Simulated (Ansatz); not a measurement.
# Al19: the cost of one run

Program: Ansatz 0.2.0. Level of theory: DFT PBE, Gaussian basis def2-SVP, and further levels as typed in the inputs. These are calculated values, not measurements.

1 further run of the same task is left out (it didn't finish).

## 1. Starting point

Bond lengths: Al1–Al3 2.819 Å, Al2–Al3 2.884 Å, Al3–Al5 2.857 Å, Al4–Al5 2.867 Å, Al4–Al8 2.888 Å, Al2–Al10 2.790 Å, Al6–Al10 2.863 Å, Al10–Al11 2.896 Å, Al5–Al13 2.868 Å, Al5–Al18 2.871 Å, Al11–Al18 2.860 Å, Al16–Al18 2.844 Å, Al12–Al19 2.829 Å, Al16–Al19 2.866 Å. Angles (14 of 20 angles, heavy atoms first): Al3–Al2–Al10 178.4°, Al1–Al3–Al2 58.8°, Al1–Al3–Al5 90.1°, Al2–Al3–Al5 60.9°, Al3–Al5–Al4 61.0°, Al3–Al5–Al13 90.1°, Al3–Al5–Al18 178.6°, Al4–Al5–Al13 61.7°, Al4–Al5–Al18 120.2°, Al13–Al5–Al18 90.2°, Al5–Al4–Al8 117.0°, Al2–Al10–Al6 58.9°, Al2–Al10–Al11 61.6°, Al6–Al10–Al11 91.3°.

Coordinates:

```xyz
19

Al   -2.0375   -2.0267   -0.0641
Al   -1.9758   -0.0538   -2.0503
Al   -4.0349   -0.0374   -0.0317
Al   -2.0523    0.0165    2.0938
Al   -2.0238    1.9915    0.0162
Al   -0.0179   -2.0256   -1.9897
Al   -0.0224   -4.0497   -0.0263
Al   -0.0047   -2.0173    1.9953
Al    2.0148   -2.0321   -0.0191
Al   -0.0356   -0.0426   -4.0546
Al   -0.0081    2.0919   -2.0980
Al    2.0284    0.0111   -1.9842
Al    0.0151   -0.0253    0.0000
Al    0.0163    2.0156    2.0481
Al    1.9690    0.0519    2.0690
Al    2.0149    2.0433    0.0014
Al   -0.0249    0.0026    4.0800
Al   -0.0114    4.0387   -0.0022
Al    4.0630    0.0384   -0.0190
```

## 2. Relaxing the atoms: Al19, charge +1

The input, input.yaml:

```yaml
crystal:
  periodic: [false, false, false]
  atoms:
    - { symbol: Al, position_ang: [-2.03750274, -2.026688, -0.06408588] }
    - { symbol: Al, position_ang: [-1.97579188, -0.05380307, -2.05025242] }
    - { symbol: Al, position_ang: [-4.03491356, -0.03735864, -0.03173857] }
    - { symbol: Al, position_ang: [-2.05227023, 0.01654362, 2.09376624] }
    - { symbol: Al, position_ang: [-2.02375382, 1.99146224, 0.01617175] }
    - { symbol: Al, position_ang: [-0.01788479, -2.02557391, -1.98974996] }
    - { symbol: Al, position_ang: [-0.02243613, -4.04972924, -0.02634324] }
    - { symbol: Al, position_ang: [-0.00469303, -2.01730289, 1.99533663] }
    - { symbol: Al, position_ang: [2.01483534, -2.03208552, -0.01912965] }
    - { symbol: Al, position_ang: [-0.03562837, -0.04263652, -4.05460486] }
    - { symbol: Al, position_ang: [-0.00807171, 2.091941, -2.09804303] }
    - { symbol: Al, position_ang: [2.0283818, 0.01111334, -1.98421098] }
    - { symbol: Al, position_ang: [0.01505572, -0.02532641, 2.9e-07] }
    - { symbol: Al, position_ang: [0.01627058, 2.01559475, 2.04813035] }
    - { symbol: Al, position_ang: [1.96895728, 0.05193554, 2.06903034] }
    - { symbol: Al, position_ang: [2.01492968, 2.04334022, 0.00143912] }
    - { symbol: Al, position_ang: [-0.02487406, 0.00263131, 4.08001098] }
    - { symbol: Al, position_ang: [-0.01143278, 4.03872992, -0.00223412] }
    - { symbol: Al, position_ang: [4.06300489, 0.03835138, -0.01904038] }
total_charge: 1
basis:
  gaussian: { orbitals: def2-SVP }
hamiltonian:
  xc: pbe
relax:
  f_tol: 0.03
  max_steps: 60
output:
  orbitals: {}
```

The run is started by

```sh
> ansatz run input.yaml --threads 4 --pin off --max-ram 11776MiB --backend cpu --events-out ev --progress --plain --runs-dir out
```

**Question.** How long does this run take on 4 threads of Intel Xeon Platinum 8488C (Sapphire Rapids), shared host, and how much memory does it need?

About 3.8 min, with a peak of 3.1 GiB.
